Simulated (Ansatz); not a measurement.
# SnPb3S4: the cost of one run

Program: Ansatz 0.2.0. Level of theory: DFT PBE, scalar-relativistic, plane waves, PAW. These are calculated values, not measurements.

3 further runs of the same task are left out: 2 for a known fault of the program, 1 set aside as unsound or not needed.

### Step 1. The structure to begin with

Symmetry: Pm-3m, No. 221, cubic system. Conventional cell: a = 5.973 Å, b = 5.973 Å, c = 5.973 Å, α = 90.00°, β = 90.00°, γ = 90.00°. Around Sn (site symmetry m-3m) lie 6 S at 2.99 Å. Around Pb (site symmetry 4/mmm) lie 6 S at 2.99 Å. Around S (site symmetry 4/mmm) lie 2 Sn at 2.99 Å and 4 Pb at 2.99 Å. S (site symmetry m-3m) has 6 Pb at 2.99 Å as nearest neighbours.

As a file:

```cif
data_structure
_symmetry_space_group_name_H-M 'P 1'
_symmetry_Int_Tables_number 1
_cell_length_a 5.9732
_cell_length_b 5.9732
_cell_length_c 5.9732
_cell_angle_alpha 90.000
_cell_angle_beta 90.000
_cell_angle_gamma 90.000
_cell_volume 213.12
loop_
_atom_site_label
_atom_site_type_symbol
_atom_site_fract_x
_atom_site_fract_y
_atom_site_fract_z
_atom_site_occupancy
Sn1 Sn 0.00000 0.00000 0.00000 1
Pb1 Pb 0.50000 0.50000 0.00000 1
Pb2 Pb 0.00000 0.50000 0.50000 1
Pb3 Pb 0.50000 0.00000 0.50000 1
S1 S 0.00000 0.00000 0.50000 1
S2 S 0.50000 0.00000 0.00000 1
S3 S 0.00000 0.50000 0.00000 1
S4 S 0.50000 0.50000 0.50000 1
```

It is the end of an earlier relaxation with the same method, from a generated guess; it needn't be the stable form of this composition. At a tolerance of 0.05 Å it has space group Pm-3m (No. 221); it has 26.64 Å³/atom, an uncorrected energy of -0.51 eV/atom over the elements.

### Step 2. Static run: bands, density of states and charges

input.yaml reads:

```yaml
crystal:
  lattice:
    - [5.9732222942, 0.0, 0.0]
    - [0.0, 5.9732222942, 0.0]
    - [0.0, 0.0, 5.9732222942]
  atoms:
    - { symbol: Sn, position: [0.0, 0.0, 0.0] }
    - { symbol: Pb, position: [0.5, 0.5, 0.0] }
    - { symbol: Pb, position: [0.0, 0.5, 0.5] }
    - { symbol: Pb, position: [0.5, 0.0, 0.5] }
    - { symbol: S, position: [0.0, 0.0, 0.5] }
    - { symbol: S, position: [0.5, 0.0, 0.0] }
    - { symbol: S, position: [0.0, 0.5, 0.0] }
    - { symbol: S, position: [0.5, 0.5, 0.5] }
basis:
  ecutwfc: 420
kpoints:
  mp_grid: { grid: [6, 6, 6] }
  band_path:
    path:
      - [[0.0, 0.0, 0.0], [0.0, 0.5, 0.0], [0.5, 0.5, 0.0], [0.0, 0.0, 0.0], [0.5, 0.5, 0.5], [0.0, 0.5, 0.0]]
      - [[0.5, 0.5, 0.5], [0.5, 0.5, 0.0]]
    npoints: 14
hamiltonian:
  xc: pbe
scf:
  occupations: { method: gaussian, width: 0.1 }
  n_extra_bands: 20
output:
  forces: true
  stress: true
  eigenvalues: true
  populations: true
  dos: { projected: true, de: 0.02, nscf_kmesh: { grid: [8, 8, 8] } }
  bader: true
  write_density: true
  write_potential: true
  elf: true
  volumetric_format: npy
```

Command:

```
ansatz run input.yaml --threads 1 --pin off --max-ram 2560MiB --backend cpu --events-out ev --progress --plain --runs-dir out
```

Q: Estimate wall time and peak memory on 1 thread of Intel Xeon at 2.50GHz (Skylake/Cascade Lake), shared host.

About 3.1 min, with a peak of 0.84 GiB.
